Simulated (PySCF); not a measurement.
# H6LuN (Lu(H)3(NH3)): the cost of one run

Program: PySCF 2.14.0. Level of theory: PBE0, Lu def2-SVP with ECP28, H def2-SVP, N def2-SVP; scalar-relativistic core potentials, no spin–orbit coupling. These are calculated values, not measurements.

1 further run of the same task is left out (for a known fault of the program).

### Step 1. Starting geometry

8 atoms, charge 0, spin multiplicity 1.

Bond lengths: Lu1–H2 1.962 Å, Lu1–H3 1.962 Å, Lu1–H4 1.962 Å, Lu1–N5 2.373 Å, N5–H6 1.023 Å, N5–H7 1.023 Å, N5–H8 1.023 Å. Angles: H2–Lu1–H3 118.7°, H2–Lu1–H4 118.7°, H2–Lu1–N5 96.7°, H3–Lu1–H4 118.7°, H3–Lu1–N5 96.7°, H4–Lu1–N5 96.7°, Lu1–N5–H6 112.1°, Lu1–N5–H7 112.1°, Lu1–N5–H8 112.1°, H6–N5–H7 106.7°, H6–N5–H8 106.7°, H7–N5–H8 106.7°.

Geometry (Å):

| atom | x (Å) | y (Å) | z (Å) |
| --- | --- | --- | --- |
| Lu1 | 0.20045 | -0.20045 | 0.20045 |
| H2 | 1.12816 | 1.25796 | 1.12816 |
| H3 | -1.25796 | -1.12816 | 1.12816 |
| H4 | 1.12816 | -1.12816 | -1.25796 |
| N5 | -1.16949 | 1.16949 | -1.16949 |
| H6 | -1.77838 | 1.77838 | -0.61760 |
| H7 | -0.61760 | 1.77838 | -1.77838 |
| H8 | -1.77838 | 0.61760 | -1.77838 |

Formal oxidation states: Lu +3. An earlier session relaxed this geometry at PBE0, Lu def2-SVP with ECP28, H def2-SVP, N def2-SVP (singlet, point group C3v).

Its energy there is -1294.322383 Eh.

### Step 2. One electron removed, multiplicity 2

run.py (the lines that set the calculation) reads:

```python
mol = gto.M(atom='''
Lu     0.20045    -0.20045     0.20045
H      1.12816     1.25796     1.12816
H     -1.25796    -1.12816     1.12816
H      1.12816    -1.12816    -1.25796
N     -1.16949     1.16949    -1.16949
H     -1.77838     1.77838    -0.61760
H     -0.61760     1.77838    -1.77838
H     -1.77838     0.61760    -1.77838''',
    basis={'Lu': 'def2-SVP', 'H': 'def2-SVP', 'N': 'def2-SVP'},
    ecp={'Lu': 'def2-SVP'},
    charge=1, spin=1)
mf = dft.UKS(mol, xc='PBE0')
mf.grids.atom_grid = (50, 194)  # f atoms: unpruned, at least (60, 302)
mf = mf.density_fit()  # fitting sets: Lu def2-universal-JKFIT, H def2-universal-JKFIT, N def2-universal-JKFIT
mf.conv_tol = 1e-08; mf.max_cycle = 55
mf.kernel(dm0)  # dm0: the density of the relaxed state
```

On the command line:

```console
$ OMP_NUM_THREADS=2 python run.py
```

**Question.** How long does this run take on 2 threads of Intel Xeon at 2.50GHz (Skylake/Cascade Lake), shared host?

About 15 s.
